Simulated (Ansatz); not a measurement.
# C2H5ClSi: geometry optimisation in Python

Program: the Python package of Ansatz 0.2.0. Level of theory: PBE0+D4/def2-SVP. These are calculated values, not measurements.

**1. Starting point**

Bond lengths: C1–C2 1.288 Å, C2–Si3 1.841 Å, C2–Cl4 1.745 Å, C1–H5 1.148 Å, C1–H6 1.106 Å, Si3–H7 1.538 Å, Si3–H8 1.439 Å, Si3–H9 1.544 Å. Angles: C1–C2–Si3 121.9°, C1–C2–Cl4 119.1°, Si3–C2–Cl4 119.0°, C2–C1–H5 121.1°, C2–C1–H6 127.4°, H5–C1–H6 111.4°, C2–Si3–H7 110.7°, C2–Si3–H8 112.9°, C2–Si3–H9 111.1°, H7–Si3–H8 107.7°, H7–Si3–H9 105.7°, H8–Si3–H9 108.3°.

No structure file is read: the coordinates are typed or built in the script.

**2. Script**

File c2h5clsi.py:

```python
import ansatz as az
import numpy as np

GEOMETRY = """
C    -0.65290    1.24040   -0.49870
C    -0.22990    0.03170   -0.63460
Si    0.56660   -0.88170    0.75170
Cl   -0.33290   -0.73100   -2.20040
H    -1.17560    1.78650   -1.36240
H    -0.63390    1.85960    0.41760
H     2.02200   -1.23660    0.40460
H    -0.11490   -2.10580    1.08180
H     0.63990   -0.00940    2.02320
"""


def main() -> None:
    system = az.Crystal.molecule()
    for line in GEOMETRY.strip().splitlines():
        symbol, *xyz = line.split()
        system = system.atom(symbol, [float(v) for v in xyz])

    job = (
        system.calculation()
        .basis(gaussian="def2-SVP")
        .functional("pbe0", dispersion="d4")
    )
    symbols = [site.symbol for site in system.cartesian_sites]
    start = np.array([site.position_ang for site in system.cartesian_sites], dtype=float)
    def progress(event):
        if event["event"] == "relax_step":
            row = event["data"]
            print(f"step {row['step']:3d}  E = {row['lagrangian_ev']:.6f} eV  max force {row['allowed_force_max_ev_ang']:.4f} eV/A")


    r = job.relax(force_tolerance=0.01).session().plan().execute(on_event=progress).report
    end = np.array(r["positions_ang"])

    print("reference energy %16.6f eV" % r["reference_energy_ev"])
    print("total energy     %16.6f eV" % r["free_energy_ev"])
    print("occupied (up, down):", r["n_occupied"], " virtual:", r["n_virtual"], " frozen:", r["n_frozen"])

    print("bond        before    after (A)")
    for i, j in [(0, 1), (0, 4), (0, 5), (1, 2), (1, 3), (2, 6), (2, 7), (2, 8)]:
        d0, d1 = (np.linalg.norm(xyz[i] - xyz[j]) for xyz in (start, end))
        print(f"{symbols[i]}{i}-{symbols[j]}{j}".ljust(10), f"{d0:8.4f} {d1:8.4f}")

    charges = r["charge_distribution"]
    dipole = np.array(charges["dipole_moment_e_ang"]) * 4.803205
    print("dipole (D): {:.3f} {:.3f} {:.3f}, length {:.3f}".format(*dipole, np.linalg.norm(dipole)))
    print("atom  Mulliken   Lowdin")
    for symbol, m, l in zip(symbols, charges["mulliken_charges_e"], charges["lowdin_charges_e"]):
        print(f"{symbol:4s} {m:9.3f} {l:8.3f}")


if __name__ == "__main__":
    main()
```

**3. What the engine is handed**

The engine receives this input:

```yaml
crystal:
  periodic: [false, false, false]
  atoms:
    - { symbol: C, position_ang: [-0.6529, 1.2404, -0.4987] }
    - { symbol: C, position_ang: [-0.2299, 0.0317, -0.6346] }
    - { symbol: Si, position_ang: [0.5666, -0.8817, 0.7517] }
    - { symbol: Cl, position_ang: [-0.3329, -0.731, -2.2004] }
    - { symbol: H, position_ang: [-1.1756, 1.7865, -1.3624] }
    - { symbol: H, position_ang: [-0.6339, 1.8596, 0.4176] }
    - { symbol: H, position_ang: [2.022, -1.2366, 0.4046] }
    - { symbol: H, position_ang: [-0.1149, -2.1058, 1.0818] }
    - { symbol: H, position_ang: [0.6399, -0.0094, 2.0232] }
basis:
  gaussian:
    orbitals: def2-SVP
hamiltonian:
  xc: pbe0
  dispersion: d4
relax:
  f_tol: 0.01
```

**4. Running it**

On the command line:

```
$ python c2h5clsi.py
```

**Question.** How long does this script take on 1 thread of Intel Xeon Platinum 8375C at 2.90GHz (Ice Lake), shared host, and how much memory does it need?

About 31 s, with a peak of 0.25 GiB.
